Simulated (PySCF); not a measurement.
# C5H9FOS2: the cost of one run

Programs: PySCF 2.14.0, with density-fitted response routines of our own. Each step states its level of theory. These are calculated values for one molecule, in the gas phase or a continuum, unless marked as measured. Atoms count from 0, in the outputs and in this text.

**1. Starting geometry**

18 atoms, charge 0, multiplicity 1; geometry from: GFN2-xTB. The atoms were then displaced at random by about 0.01 Å, so the start is not that level's minimum.

Bonds of the start (Å): C0–O1 1.42, O1–C2 1.37, C2–S3 1.78, S3–C4 1.84, C4–C5 1.53, C5–C6 1.50, C5–F7 1.37, C5–S8 1.85, S8–C2 1.83, C0–H9 1.09, C0–H10 1.06, C0–H11 1.12, C2–H12 1.10, C4–H13 1.10, C4–H14 1.09, C6–H15 1.09, C6–H16 1.10, C6–H17 1.09.

**2. Optimising the geometry at PBE0-D3(BJ)/def2-SVP**

The job: settings as JSON, then the geometry in Å.

```
{"job": {"xc": "PBE0", "basis": "def2-SVP", "d3": "d3bj", "grid": 1, "shake": 0.01, "kind": "geom"}, "charge": 0, "multiplicity": 1}
C      2.776210    -0.468940    -1.129430
O      1.776010    -0.887010    -0.213370
C      1.261760     0.102520     0.590650
S      0.337470    -0.661460     1.903240
C     -1.032780    -1.035500     0.732580
C     -1.408710     0.257960    -0.000800
C     -2.416450     1.099990     0.733030
F     -1.896580    -0.101620    -1.231870
S      0.127290     1.253940    -0.261860
H      3.609890    -0.004840    -0.603370
H      3.058600    -1.330030    -1.675980
H      2.336960     0.296460    -1.814170
H      2.032870     0.745080     1.034110
H     -1.892740    -1.421370     1.308670
H     -0.673580    -1.785950     0.033450
H     -3.359730     0.564470     0.839600
H     -2.611210     2.027040     0.172010
H     -2.052820     1.361230     1.723830
```

Started as:

```bash
$ OMP_NUM_THREADS=1 python probes_run.py task.json out
```

The driver reads the jobs from task.json and runs them one after another.

Q: Estimate the wall time and peak memory of this first job on 1 thread of Intel Xeon Platinum 8488C, shared host.

About 1.7 min, with a peak of 0.78 GiB.
